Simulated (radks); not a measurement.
# Ta³⁺ in [Xe] 4f14 5d2: an all-electron calculation

Wanted: eigenvalues, radial structure and energy terms of the tantalum ion Ta3+.

Method: Dirac Kohn-Sham, LDA (Slater exchange, Perdew-Zunger correlation), spin-unpolarised, spherical densities, finite nucleus; open shells are shared between the two j in proportion to 2j + 1. Code: radks (a radial shooting solver on a logarithmic mesh, Libxc functionals) version 1.

## Step 1: What is computed

```
element            : tantalum (Z = 73)
charge             : +3
electrons          : 70
configuration      : [Xe] 4f14 5d2
nuclear rms radius : 5.3507 fm
```

The outer shells:

Ta³⁺
```
[Xe] core
4f [↑↓][↑↓][↑↓][↑↓][↑↓][↑↓][↑↓]
5d [↑ ][↑ ][  ][  ][  ]
```

## Step 2: Self-consistent calculation

The run's settings:

```text
Z 73
configuration [Xe] 4f14 5d2
relativity Dirac
functional lda,pz
spin unpolarised
j_filling average
nucleus finite rms 5.3507 fm
c 137.035999084
```

The run is started by

```sh
$ python run_ks.py task.json out
```

This one command runs every case of the session in turn.

What does the calculation give?

The runs gave:

| quantity | value |
| --- | --- |
| total energy | -15612.6065 hartree |
| exchange-correlation share of it | 1.97 % |
| −T/E | 1.1218 |
| highest occupied level | 5d5/2, -29.102 eV |
| most extended occupied level | 5d5/2, <r> = 1.86 bohr |
| radius at density 0.001 e/bohr³ | 3.39 bohr |
| maxima of the radial density | 4 |
| ionisation energy, NIST | 35 (theory) eV |

What this shows: The radial density shows 4 maxima for 5 occupied principal shells; where shells overlap, one shows as a shoulder or not at all. Relativity lifts −T/E to 1.122. The top level binds by 29.102 eV, 83 % of the NIST ionisation energy of 35 eV; the potential of a semilocal functional falls off too fast, so its top eigenvalue is too shallow. Spin polarisation and multiplet splitting are left out. Sharing an open shell by 2j + 1 raises it above the true ground level by a part of the spin-orbit splitting, which enters the differences from NIST.
